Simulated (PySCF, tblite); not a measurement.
# C6H6NOS radical: geometry, infrared bands and EPR parameters

What infrared bands and EPR parameters should C6H6NOS radical (`[CH2]Nc1cc(=O)ccs1`) show?

Computed with tblite 0.8.0 and PySCF 2.14.0, with density-fitted response routines of our own, on a single molecule in the gas phase. Atoms count from 0, in the outputs and in this text.

## (1) The molecule as given

15 atoms, charge 0, multiplicity 2; geometry from: force field or distance geometry start.

Bonds of the start (Å): C0–N1 1.47, N1–C2 1.41, C2–C3 1.37, C3–C4 1.37, C4–O5 1.27, C4–C6 1.37, C6–C7 1.38, C7–S8 1.72, S8–C2 1.72, C0–H9 1.12, C0–H10 1.12, N1–H11 1.05, C3–H12 1.10, C6–H13 1.09, C7–H14 1.10.

## (2) Optimising the geometry with GFN2-xTB

What the job is given:

```
{"job": {"kind": "relax", "xc": "GFN2-xTB", "basis": "xTB"}, "charge": 0, "multiplicity": 2}
C      3.058300     0.570500     0.180300
N      2.028300    -0.453700    -0.033400
C      0.649100    -0.158400     0.008900
C     -0.273100    -1.152300    -0.201000
C     -1.635200    -1.006700    -0.182100
O     -2.357200    -2.035600    -0.391200
C     -2.300800     0.179300     0.007500
C     -1.690900     1.396000     0.245800
S      0.030700     1.427200     0.281400
H      3.068600     1.156500    -0.772700
H      2.643900     1.217000     1.000900
H      2.340700    -1.443900    -0.193400
H      0.103700    -2.168900    -0.357700
H     -3.389400     0.171600    -0.012100
H     -2.281000     2.309600     0.397000
```

Started as:

```console
$ OMP_NUM_THREADS=1 python probes_run.py task.json out
```

The driver reads the jobs from task.json and runs them one after another.

**Question.** This job is followed by: GFN2-xTB harmonic vibrations, gas phase; UKS B3LYP, pcH-1 on C H N O S, non-relativistic, mean-field spin-orbit, GIAO. Predict these results of the whole session: strongest single infrared mode (GFN2-xTB); zero-point energy (GFN2-xTB); g(iso) (B3LYP); ⟨S²⟩; largest a(iso) (averaged by class); potential on the surface of density 0.002 e/bohr³, 1st and 99th percentile.

As calculated:

| quantity | value |
| --- | --- |
| strongest single infrared mode (GFN2-xTB) | 1636 cm⁻¹, 652 km/mol |
| zero-point energy (GFN2-xTB) | 65.4 kcal/mol |
| g(iso) (B3LYP) | 2.00319 |
| ⟨S²⟩ | 0.762 (exact 0.75) |
| largest a(iso) (averaged by class) | 13C on C0, 61.4 MHz |
| potential on the surface of density 0.002 e/bohr³, 1st and 99th percentile | -2.23 V and 2.56 V |

**Reading.** Over 68 steps the energy fell by 1.943 eV; of the close pairs, C0–N1 changed most, 1.468 to 1.342 Å. No mode is imaginary among the 39: a minimum at this level. The strongest single mode, at 1636 cm⁻¹, moves mainly C4, O5 and C6. GFN2-xTB is a fitted tight-binding method: band positions and strengths are rough. Its intensities can rank the bands wrongly. Most of the unpaired spin sits on C0 (0.80 e). The isotropic g lies 0.9 ppt above the free-electron value. These values are for one conformer; the search (at its own cheap level) found 1 more, at 1.10 kcal/mol, and measured spectra average over such forms.
